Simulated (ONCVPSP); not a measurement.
# Beryllium: generating and testing an ONCV potential

Task: generate the file, and judge it by its errors in other configurations, its logarithmic derivatives, its ghosts and its cutoff.

Program: ONCVPSP 4.0.1. Reference atom: PBE, scalar-relativistic, spherical and spin-unpolarised. All values are calculated.

## 1. Starting point

Typed settings, in words:

* element: beryllium (Be, Z = 4)
* type: optimised norm-conserving Vanderbilt (ONCV)
* frozen core: none
* valence charge: 4
* reference configuration: 1s2 2s2
* partial waves: 1s+2s: rc 0.80 bohr, ncon 3, nbas 7, qcut 17.6 1/bohr, 2 projectors; p scattering state at 0.36 Ha: rc 0.65 bohr, ncon 4, nbas 8, qcut 10.3 1/bohr, 3 projectors, debl 2.1 Ha
* local potential: polynomial inside 0.55 bohr (lpopt 5, dvloc0 0 Ha)
* core correction: not asked for

The outer shells as boxes (Hund's rule for the drawing; the calculation is spin-unpolarised):

```
1s [↑↓]
2s [↑↓]
```

The nodes and maxima of the atom's own shells, from an earlier all-electron run, set the scale for the radii.

All-electron outer shells of the reference configuration (PBE, scalar-relativistic, ld1.x):

```
shell  level (eV)  outermost node (bohr)  outermost maximum (bohr)
   1s     -106.21                      –                      0.27
   2s       -5.61                   0.59                      2.04
   2p       -2.02                      –                      2.28
```

## 2. The generation run

Input file Be.dat:

```
# ATOM AND REFERENCE CONFIGURATION
# atsym  z   nc   nv     iexc    psfile
  Be 4.00    0    2        4      upf
#
#   n    l    f
    1    0    2.00
    2    0    2.00
#
# PSEUDOPOTENTIAL AND OPTIMIZATION
# lmax
    1
#
#   l,   rc,      ep,       ncon, nbas, qcut
    0    0.80    0.00    3    7   17.60
    1    0.65    0.36    4    8   10.30
#
# LOCAL POTENTIAL
# lloc, lpopt,  rc(5),   dvloc0
    4    5    0.55    0.00
#
# VANDERBILT-KLEINMAN-BYLANDER PROJECTORs
# l, nproj, debl
    0    2    0.50
    1    3    2.10
#
# MODEL CORE CHARGE
# icmod, fcfact, rcfact
    0    0.00    0.00
#
# LOG DERIVATIVE ANALYSIS
# epsh1, epsh2, depsh
   -5.00    5.00    0.04
#
# OUTPUT GRID
# rlmax, drl
    6.00    0.01
#
# TEST CONFIGURATIONS
# ncnf
    4
# nvcnf
#   n    l    f
    2
    1    0    2.00
    2    0    1.00
#
    2
    1    0    2.00
    2    0    0.00
#
    2
    1    0    2.00
    2    0    1.50
#
    3
    1    0    2.00
    2    0    0.00
    2    1    2.00
#
```

On the command line:

```console
$ oncvpsp.x < Be.dat > Be.out
```

Before running it: what results should come out? Wanted: cutoffs for 1 and 0.1 mHa per electron, occupied waves; bound ghosts; GHOST(+) flags; largest test error; largest phase difference near zero energy, channels read.

**Answer**, as computed:

```
                                                quantity                  value
  cutoffs for 1 and 0.1 mHa per electron, occupied waves       96 Ha and 114 Ha
                                            bound ghosts         p at -28.84 eV
                                          GHOST(+) flags     none at low energy
                            largest test error (AE − PS)  +3.4 meV, for 1s2 2s0
largest phase difference near zero energy, channels read              0.001 rad
```

A bound ghost (p) makes it unfit for use: electrons can fall into a state that the atom doesn't have. The worst unpolarised test, 1s2 2s0, is off by 3.4 meV on 27.5 eV; by total energies transferability rates as very good. Atomic tests can pass in spite of a ghost, since they solve only for the levels asked. It counts as very hard, with 96 Ha needed at the looser tolerance. At the looser tolerance the 1s wave is the slowest; 2s needs 71 Ha. Near zero energy the phases of the channels with partial waves agree within 0.001 rad. The pseudo curves have a pole with no partner nearby in the atom's: p at -1.06 Ha. All of this concerns the isolated atom, not yet a solid.
